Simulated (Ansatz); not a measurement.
Predict the output of the script below (the Python package of Ansatz (0.2.0)).

Script `run_methods.py`:
```python
"""CH5BClFSi at several levels of theory."""

from dataclasses import dataclass
from pathlib import Path

import ansatz as az
import numpy as np


@dataclass(frozen=True)
class Options:
    basis_set: str = "cc-pVDZ"


opts = Options()


def main() -> None:
    ch5bclfsi = (
        az.Crystal.molecule()
        .atom("C", [-1.2467, -0.0015, 0.6853])
        .atom("Si", [0.5565, 0.1549, 0.5021])
        .atom("B", [1.0413, -0.3132, -1.3205])
        .atom("F", [2.028, -1.4255, -1.5418])
        .atom("Cl", [0.4295, 0.6528, -2.748])
        .atom("H", [-1.6241, -0.9772, 0.4523])
        .atom("H", [-1.5607, 0.3146, 1.7131])
        .atom("H", [-1.7376, 0.7608, -0.0467])
        .atom("H", [1.201, -0.751, 1.4933])
        .atom("H", [0.996, 1.5341, 0.8139])
    )

    model = ch5bclfsi.calculation().basis(gaussian=opts.basis_set)

    print("functional    E (Ha)        dipole (D)   HOMO (eV)  LUMO (eV)")
    for name in ["b3lyp", "blyp", "r2scan", "lda", "hse06", "pbe0"]:
        rep = model.functional(name).forces().orbitals().run(runs_dir="runs").report
        lines = Path(rep["orbitals_path"]).read_text().splitlines()
        field_of = lambda key: [line.split("=")[1].strip() for line in lines if line.startswith(key)]
        orbitals = [(27.211386 * float(e), s, float(n)) for e, s, n in zip(field_of("Ene="), field_of("Spin="), field_of("Occup="))]
        homo = max(e for e, _, n in orbitals if n > 0.5)
        lumo = min(e for e, _, n in orbitals if n < 0.5)
        dipole = 4.803205 * np.linalg.norm(rep["charge_distribution"]["dipole_moment_e_ang"])
        print(f"{name:10s} {rep['free_energy_ev'] / 27.211386246:14.6f} {dipole:9.3f} {homo:11.3f} {lumo:10.3f}")


if __name__ == "__main__":
    main()
```

```console
$ python run_methods.py
functional    E (Ha)        dipole (D)   HOMO (eV)  LUMO (eV)
b3lyp         -915.613343     1.965      -8.452     -2.237
blyp          -915.509563     1.827      -7.150     -2.739
r2scan        -915.436038     2.006      -7.679     -2.769
lda           -911.598849     1.959      -7.372     -3.140
hse06         -915.099409     2.038      -8.309     -2.480
pbe0          -915.121897     2.038      -8.710     -2.097
```

Total energies depend on the basis set; only differences at equal settings carry meaning. The geometry is a force-field or estimated start, not a minimum of this method, and the basis set is short of its limit. A lower total doesn't mark the better method: functionals have no common bound, and MP2 and coupled cluster aren't variational. b3lyp holds the VWN-RPA fit, as in Gaussian; the form of ORCA and Turbomole is b3lyp5. Levels such as HOMO and LUMO are orbital energies: with these approximate functionals they aren't the ionisation energy and electron affinity, and their gap isn't the fundamental gap. For Al to Cl the sets with a tight d function, cc-pV(X+d)Z, are usual. hse06 follows the composition of plane-wave codes, whose totals differ by tens of mHa, up to about 0.1 Ha, from the form usual in Gaussian-basis programs (wpbeh). Wall time of the script: 30 s on 1 thread of Arm Neoverse V1 (shared host), peak memory 0.31 GiB.
